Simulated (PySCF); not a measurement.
# C3H7NSi: the cost of one run

Computed with PySCF 2.14.0, with density-fitted response routines of our own, on a single molecule in the gas phase. Atoms count from 0, in the outputs and in this text.

### Step 1. Starting geometry

12 atoms, charge 0, multiplicity 1; geometry from: GFN2-xTB. The atoms were then displaced at random by about 0.01 Å, so the start is not that level's minimum.

Bonds of the start (Å): C0–C1 1.30, C1–C2 1.44, C2–N3 1.29, N3–Si4 1.68, C0–H5 1.10, C0–H6 1.09, C1–H7 1.07, C2–H8 1.12, Si4–H9 1.47, Si4–H10 1.48, Si4–H11 1.45.

### Step 2. Optimising the geometry at PBE0-D3(BJ)/def2-SVP

The job: settings as JSON, then the geometry in Å.

```
{"job": {"xc": "PBE0", "basis": "def2-SVP", "d3": "d3bj", "grid": 1, "shake": 0.01, "kind": "geom"}, "charge": 0, "multiplicity": 1}
C     -2.520670     0.646870     0.360270
C     -1.571110    -0.132250    -0.062970
C     -0.181110     0.173360     0.129260
N      0.774290    -0.570150    -0.322600
Si     2.452090    -0.539950    -0.322380
H     -3.583880     0.448040     0.189050
H     -2.319200     1.591940     0.875100
H     -1.758610    -1.043770    -0.590940
H      0.044290     1.102160     0.721290
H      2.815880    -1.787160     0.358260
H      3.084170     0.596730     0.382070
H      2.803560    -0.514090    -1.725440
```

Started as:

```
OMP_NUM_THREADS=1 python probes_run.py task.json out
```

The driver reads the jobs from task.json and runs them one after another.

Q: Estimate the wall time and peak memory of this first job on 1 thread of Arm Neoverse V2, shared host.

About 29 s, with a peak of 0.45 GiB.
